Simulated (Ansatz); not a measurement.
# BFH6OSi2: up Jacob's ladder to CCSD(T)

How much do the methods differ for BFH6OSi2? The plan is to run it at one geometry with functionals of several rungs and with coupled cluster, and see how far each lands from CCSD(T) at the basis-set limit for the atomisation energy.

Method: functionals in def2-TZVPP, the program's frozen cores in correlated methods; program: Ansatz 0.2.0, Gaussian basis.

Plan: PBE-D4, r2SCAN-D4, PBE0-D4, B3LYP-D4, ωB97X-V, ωB97M-V, B2PLYP; CCSD(T)/def2-TZVPP; MP2/def2-QZVPP; extrapolation to the limit.

## Step 1: Structure used throughout

The geometry comes from an earlier relaxation with PBE0-D4 in a triple-zeta def2 set; it is a stationary point, not always the lowest conformer.

11 atoms, charge 0, spin multiplicity 1.

Atoms are counted from 1 here; the program's logs count them from 0.

Bond lengths: B1–Si2 2.003 Å, B1–H6 1.195 Å, B1–H7 1.195 Å, Si2–O3 1.644 Å, Si2–F4 1.610 Å, Si2–Si5 2.365 Å, O3–H8 0.959 Å, Si5–H9 1.488 Å, Si5–H10 1.491 Å, Si5–H11 1.487 Å. Angles: Si2–B1–H6 121.4°, Si2–B1–H7 120.2°, H6–B1–H7 118.1°, B1–Si2–O3 109.3°, B1–Si2–F4 112.3°, B1–Si2–Si5 110.3°, O3–Si2–F4 108.4°, O3–Si2–Si5 111.1°, F4–Si2–Si5 105.4°, Si2–O3–H8 118.0°, Si2–Si5–H9 110.4°, Si2–Si5–H10 109.1°, Si2–Si5–H11 111.4°, H9–Si5–H10 108.4°, H9–Si5–H11 108.7°, H10–Si5–H11 108.8°.

## Step 2: PBE-D4 (GGA)

The input, in.yaml:

```yaml
crystal:
  periodic: [false, false, false]
  atoms:
    - {symbol: B, position_ang: [-1.990999, 0.353873, 0.433565]}
    - {symbol: Si, position_ang: [-0.308264, -0.676792, 0.089336]}
    - {symbol: O, position_ang: [0.168458, -1.415449, 1.478055]}
    - {symbol: F, position_ang: [-0.501403, -1.803024, -1.045537]}
    - {symbol: Si, position_ang: [1.381630, 0.759555, -0.732591]}
    - {symbol: H, position_ang: [-2.833647, 0.468178, -0.405797]}
    - {symbol: H, position_ang: [-2.122106, 0.967980, 1.450030]}
    - {symbol: H, position_ang: [0.989617, -1.910536, 1.466391]}
    - {symbol: H, position_ang: [1.577046, 1.911064, 0.189776]}
    - {symbol: H, position_ang: [2.664072, 0.004667, -0.820313]}
    - {symbol: H, position_ang: [1.040898, 1.283584, -2.082315]}
basis:
  gaussian: {orbitals: def2-TZVPP}
hamiltonian: {xc: pbe, dispersion: d4}
output: {forces: true, orbitals: {seedname: orbitals}}
```

On the command line:

```sh
$ ansatz run in.yaml --threads 4 --pin off --events-out ev --progress --plain --max-ram 10444MiB
```

The runs that follow: r2SCAN-D4 (meta-GGA); PBE0-D4 (hybrid); B3LYP-D4 (hybrid); ωB97X-V (range-separated); ωB97M-V (range-separated); B2PLYP (double hybrid); CCSD(T) in def2-TZVPP; MP2 in def2-QZVPP.

Q: Predict the results of all the runs planned. Wanted: atomisation energy, CCSD(T)/CBS; farthest; mean size of error, hybrid; mean size of error, range-separated; gap, smallest and largest; T1 diagnostic; triples share of the correlation energy.

The runs gave:

```
                               quantity                                          value
        atomisation energy, CCSD(T)/CBS                                      38.936 eV
    functionals within 0.195 eV (0.5 %)  PBE-D4, r2SCAN-D4, B3LYP-D4, ωB97X-V, ωB97M-V
                               farthest                             B2PLYP (-0.537 eV)
             mean size of error, hybrid                                       0.298 eV
    mean size of error, range-separated                                       0.101 eV
              gap, smallest and largest            2.65 eV (PBE-D4), 9.22 eV (ωB97X-V)
                          T1 diagnostic                                         0.0129
triples share of the correlation energy                                          3.2 %
```

In words: PBE-D4 misses by +0.022 eV. Double hybrids carry the basis error of their MP2 part in triple zeta, and no dispersion term here, so their miss is partly the set-up's. The reference freezes the cores and leaves out relativity and excitations past (T), so misses under about 0.195 eV can't be ranked. Hartree-Fock recovers 75 % of the binding; the rest is correlation. Orbital gaps span 2.6 to 9.2 eV; exact exchange widens them.
